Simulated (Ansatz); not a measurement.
**SeCl₂: one species, many methods**

How much do the methods differ for SeCl₂? The plan is to run it at one geometry with functionals of several rungs and with coupled cluster. The yardstick is the atomisation energy at the CCSD(T) limit.

Program: Ansatz 0.2.0, Gaussian basis. Level of theory: functionals in def2-TZVPP, the program's frozen cores in correlated methods. These are calculated values, not measurements.

Plan: LDA (SPW92), PBE-D4, revPBE-D4, BLYP-D4, r2SCAN-D4, B97M-V, PBE0-D4, B3LYP-D4, r2SCANh-D4, r2SCAN0-D4, HSE06-D4, BHLYP-D4, CAM-B3LYP-D4, LC-ωPBE, ωB97X-V, ωB97M-V, B2PLYP, PBE-QIDH; CCSD(T)/def2-SVP; CCSD(T)/def2-TZVPP; CCSD(T)/def2-QZVPP; extrapolation to the limit; RPA on PBE.

## 1. The geometry

An earlier PBE0-D4 in a triple-zeta def2 set relaxation fixed the geometry.

SMILES `Cl[Se]Cl`, 3 atoms, charge 0, spin multiplicity 1.

Atoms are counted from 1 here; the program's logs count them from 0.

Bond lengths: Cl1–Se2 2.147 Å, Se2–Cl3 2.147 Å. Angles: Cl1–Se2–Cl3 101.5°.

## 2. LDA

This LDA is Slater exchange with PW92 correlation.

Contents of in.yaml:

```yaml
crystal:
  periodic: [false, false, false]
  atoms:
    - {symbol: Cl, position_ang: [0.927120, 1.298474, 0.651318]}
    - {symbol: Se, position_ang: [-0.734377, 0.388863, -0.359147]}
    - {symbol: Cl, position_ang: [-0.192733, -1.687337, -0.292171]}
basis:
  gaussian: {orbitals: def2-TZVPP}
hamiltonian: {xc: lda}
output: {orbitals: {seedname: orbitals}}
```

Command:

```sh
ansatz run in.yaml --threads 2 --pin off --events-out ev --progress --plain --max-ram 32768MiB --backend cpu
```

Further steps of the session: PBE-D4 (GGA); revPBE-D4 (GGA); BLYP-D4 (GGA); r2SCAN-D4 (meta-GGA); B97M-V (meta-GGA); PBE0-D4 (hybrid); B3LYP-D4 (hybrid); r2SCANh-D4 (hybrid); r2SCAN0-D4 (hybrid); HSE06-D4 (hybrid); BHLYP-D4 (hybrid); CAM-B3LYP-D4 (range-separated); LC-ωPBE (range-separated); ωB97X-V (range-separated); ωB97M-V (range-separated); B2PLYP (double hybrid); PBE-QIDH (double hybrid); CCSD(T) in def2-SVP; CCSD(T) in def2-TZVPP; CCSD(T) in def2-QZVPP; RPA on PBE orbitals.

**Question.** What will the summary of the whole plan be? Wanted: atomisation energy, CCSD(T)/CBS; farthest beyond LDA; mean size of error, GGA; mean size of error, meta-GGA; mean size of error, hybrid; mean size of error, range-separated; mean size of error, double hybrid; gap, smallest and largest; T1 diagnostic.

As calculated:

| quantity | value |
| --- | --- |
| atomisation energy, CCSD(T)/CBS | 126.7 kcal/mol |
| functionals within 1.3 kcal/mol (1.0 %) | r2SCANh-D4, ωB97X-V, ωB97M-V |
| farthest beyond LDA | BHLYP-D4 (-15.8 kcal/mol) |
| mean size of error, GGA | 7.1 kcal/mol |
| mean size of error, meta-GGA | 3.2 kcal/mol |
| mean size of error, hybrid | 5.0 kcal/mol |
| mean size of error, range-separated | 4.4 kcal/mol |
| mean size of error, double hybrid | 5.5 kcal/mol |
| gap, smallest and largest | 2.16 eV (LDA (SPW92)), 9.43 eV (LC-ωPBE) |
| T1 diagnostic | 0.0101 |
| triples share of the correlation energy | 4.2 % |

In words: LDA overbinds by 43.0 kcal/mol (34 %). PBE-D4 misses by +13.0 kcal/mol. Double hybrids carry the basis error of their MP2 part in triple zeta, and no dispersion term here, so their miss is partly the set-up's. By mean error the best rung here is meta-GGA (3.2 kcal/mol) and the worst beyond LDA is GGA (7.1 kcal/mol). RPA and LDA stand outside this count. Misses under about 1.3 kcal/mol are within the doubt on the reference itself, which lacks core-valence correlation, relativity and higher excitations, and its outer-core shells are covered unevenly. All levels share the lack of spin-orbit coupling, which lowers the free heavy atoms and so the true binding. Hartree-Fock recovers 42 % of the binding; the rest is correlation. CCSD(T) in def2-SVP is off by -31.4 kcal/mol, so the small basis spoils what the method gains. Orbital gaps span 2.2 to 9.4 eV; exact exchange widens them. Correlated methods include outer-core shells of Se, which these sets cover unevenly.
